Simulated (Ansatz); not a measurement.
BH4P, SMILES BP, the interaction energy of a dimer with the counterpoise correction

With the Ansatz DFT code, driven from Python.

Notebook, run cell by cell (the value of a cell's last expression is shown):

**Cell 1**
```python
import ansatz as az
```

**Cell 2**
```python
BASIS = "cc-pVDZ"
XC = "hf"
```

**Cell 3**
```python
FIRST = [
    ("B", (-0.8611, -0.003, -0.0633)),
    ("P", (0.9719, 0.1312, -0.6482)),
    ("H", (-1.5925, 0.9141, -0.2008)),
    ("H", (-1.2521, -0.9994, 0.4362)),
    ("H", (1.3863, -1.0746, 0.0482)),
    ("H", (1.3475, 1.0318, 0.4279)),
]
SECOND = [
    ("B", (3.5235, -0.8209, -3.5841)),
    ("P", (2.9376, 0.1916, -5.1176)),
    ("H", (4.3, -1.7004, -3.72)),
    ("H", (3.1037, -0.5656, -2.51)),
    ("H", (1.8407, 0.824, -4.4051)),
    ("H", (2.1324, -0.8961, -5.6455)),
]
```

**Cell 4**
```python
def energy(atoms, ghosts=()):
    molecule = az.Crystal.molecule()
    for symbol, xyz in atoms:
        molecule = molecule.atom(symbol, xyz)
    calc = molecule.calculation().basis(gaussian=BASIS).functional(XC)
    deck = calc.input()
    if ghosts:
        deck = deck.set(az.key.basis.gaussian.ghost_atoms, [{"symbol": s, "position_ang": list(xyz)} for s, xyz in ghosts])
    return az.Session.from_dict(deck).plan().execute().report["free_energy_ev"]
```

**Cell 5**
```python
both = energy(FIRST + SECOND)
alone = energy(FIRST) + energy(SECOND)
ghosted = energy(FIRST, SECOND) + energy(SECOND, FIRST)
print(f"dimer {both:.6f} eV")
print(f"interaction, uncorrected   {96.485332 * (both - alone):8.3f} kJ/mol")
print(f"interaction, counterpoise  {96.485332 * (both - ghosted):8.3f} kJ/mol")
print(f"basis-set superposition    {96.485332 * (alone - ghosted):8.3f} kJ/mol")
```
Output:
```text
dimer -20012.237794 eV
interaction, uncorrected      7.027 kJ/mol
interaction, counterpoise     8.040 kJ/mol
basis-set superposition       1.013 kJ/mol
```

Uncorrected it is 7.027 kJ/mol, with the counterpoise correction 8.040 kJ/mol; the difference, 1.01 kJ/mol, is the superposition error. In this basis both values are repulsive.

What to keep in mind:
- These settings explore the input space; basis and method may be short of convergence.
- The dimer is a generated trial pose of unrelaxed monomers, not a minimum, so the figure is no binding energy, and the basis set is small.
- Hartree-Fock leaves correlation out, so bond, atomisation and ionisation energies come out well too low.
- This level lacks the dispersion part of the attraction (electrostatics and induction are there), which can decide the sign where the interaction is weak.
- Timing: 4.3 s on 1 thread of AMD EPYC 7R43 64-Core Processor (Zen 3), on a shared host, peak memory 0.22 GiB.

(Lines on the test bed's own set-up are left out of the output.)
